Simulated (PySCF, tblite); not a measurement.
**C₄H₅NSe₂Si: geometry, infrared bands and NMR shifts**

Aim: predict the infrared bands and NMR shifts of C₄H₅NSe₂Si (`C#C[SiH2][Se][Se]CC#N`).

The runs use tblite 0.8.0 and PySCF 2.14.0, with density-fitted response routines of our own; the level of theory stands in each step. All values are computed, except where a source is named. Atoms count from 0, in the outputs and in this text.

## (1) The molecule as given

13 atoms, charge 0, multiplicity 1; geometry from: force field or distance geometry start.

Bonds of the start (Å): C0–C1 1.21, C1–Si2 1.84, Si2–Se3 2.26, Se3–Se4 2.35, Se4–C5 1.97, C5–C6 1.45, C6–N7 1.17, C0–H8 1.07, Si2–H9 1.48, Si2–H10 1.48, C5–H11 1.10, C5–H12 1.09.

## (2) Optimising the geometry with GFN2-xTB

Job settings and geometry (Å):

```
{"job": {"kind": "relax", "xc": "GFN2-xTB", "basis": "xTB"}, "charge": 0, "multiplicity": 1}
C     -2.881100     1.475300    -0.147400
C     -2.510700     0.407800     0.281200
Si    -1.918500    -1.211400     0.917000
Se     0.236200    -1.021200     1.568400
Se     1.780900    -1.538500    -0.125000
C      2.275600     0.145800    -1.014200
C      3.185300     0.943400    -0.207900
N      3.911800     1.565700     0.459900
H     -3.218700     2.413400    -0.525000
H     -2.805200    -1.564700     2.051800
H     -2.112100    -2.253700    -0.111000
H      1.321500     0.678700    -1.175400
H      2.730500    -0.040000    -1.990100
```

Run with:

```
$ OMP_NUM_THREADS=1 python probes_run.py task.json out
```

One launch serves the whole session: the jobs run in the order shown.

**Question.** This job is followed by: GFN2-xTB harmonic vibrations, gas phase; GIAO PBE0/pcSseg-1 NMR shielding, non-relativistic, gas phase. Predict these results of the whole session: strongest single infrared mode (GFN2-xTB); zero-point energy (GFN2-xTB); 13C shifts against TMS (PBE0/pcSseg-1); 1H shifts against TMS (PBE0/pcSseg-1, means over atoms taken as alike); 29Si shifts against TMS (PBE0/pcSseg-1); 77Se shifts against Me2Se (PBE0/pcSseg-1); 15N shifts against NH3 (PBE0/pcSseg-1).

The runs gave:

| quantity | value |
| --- | --- |
| strongest single infrared mode (GFN2-xTB) | 697 cm⁻¹, 304 km/mol |
| zero-point energy (GFN2-xTB) | 44.4 kcal/mol |
| 13C shifts against TMS (PBE0/pcSseg-1) | 122.3, 107.6, 89.8, 21.6 ppm |
| 1H shifts against TMS (PBE0/pcSseg-1, means over atoms taken as alike) | 5.30, 3.48, 2.21 ppm |
| 29Si shifts against TMS (PBE0/pcSseg-1) | -44.4 ppm |
| 77Se shifts against Me2Se (PBE0/pcSseg-1) | 433, -36 ppm |
| 15N shifts against NH3 (PBE0/pcSseg-1) | 306.3 ppm |

In words: Over 111 steps the energy fell by 0.324 eV; of the close pairs, Si2–Se3 changed most, 2.259 to 2.339 Å. No mode is imaginary among the 33: a minimum at this level. The strongest single mode, at 697 cm⁻¹, has its largest shares on H8, Si2, C0 and H9 (the list is cut at 4 atoms). GFN2-xTB is a fitted tight-binding method: band positions and strengths are rough. Its intensities can rank the bands wrongly. C6 (nitrile carbon) lies farthest downfield among carbon, at 122.3 ppm; this is the usual window of a C≡N carbon, which has no attached hydrogen. At PBE0/pcSseg-1: The largest span, 851 ppm, is at Se4, where the paramagnetic term is -1671 ppm. Spin-orbit coupling is left out, which matters for shieldings and couplings at and beside the heavy atoms.
